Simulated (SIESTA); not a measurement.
## Cu3Ge: single point with PBEsol

The system is Cu3Ge.

```
CELL_PARAMETERS angstrom
2.72837 0.00000 0.00000
-1.36419 2.36284 0.00000
0.00000 0.00000 8.26948
ATOMIC_POSITIONS crystal
Ge 0.00000 0.00000 0.00000
Cu 0.66667 0.33333 0.25769
Cu 0.66667 0.33333 0.74231
Cu 0.00000 0.00000 0.50000
```

The cell comes from a database or a generator and needn't be the stable form of this composition.

```json
{"Program": "SIESTA 5.4.2", "Task": "single point", "Functional": "PBEsol", "Potentials or basis": "PseudoDojo 0.4 standard (PBEsol files)", "Basis": "DZP (energy shift 0.003 Ry; two zetas on semicore shells)", "Grid cutoff": "800 Ry", "Energy shift": "0.003 Ry", "k mesh": "11 × 11 × 4", "Occupations": "fermi-dirac, width 0.05 eV", "Spin": "no spin polarisation"}
```

* Pressure: -5.2 GPa
* Largest force: 0.130 eV/Å
* Band gap on the k mesh: none (metal or under the smearing width)

Forces on the atoms (eV/Å):
```
Ge   0.000  0.000  0.000
Cu   0.000  0.000  0.130
Cu   0.000  0.000 -0.130
Cu   0.000  0.000  0.000
```

Stress tensor (GPa, compression positive):
```
-5.14  0.00  0.00
 0.00 -5.14  0.00
 0.00  0.00 -5.37
```

Levels at points of the mesh, in eV from the Fermi level:
```
           k point  band 32  band 33  band 34  band 35  band 36  band 37  band 38  band 39  band 40  band 41
(0.00, 0.00, 0.00)    -2.11    -2.11    -1.72    -1.72    -1.72     1.52    10.82    10.82    11.15    14.24
(0.00, 0.00, 0.50)    -2.52    -2.09    -2.09    -1.73    -1.73     4.26     6.49    10.83    10.83    18.37
```

It took 2.5 min on 1 thread of Arm Neoverse V1, with other jobs on the host, peak memory 0.45 GiB.

Caveat: short orbitals over semicore shells can move pressures by several GPa; the basis of atomic orbitals isn't converged, which shifts pressures, moduli and gaps.
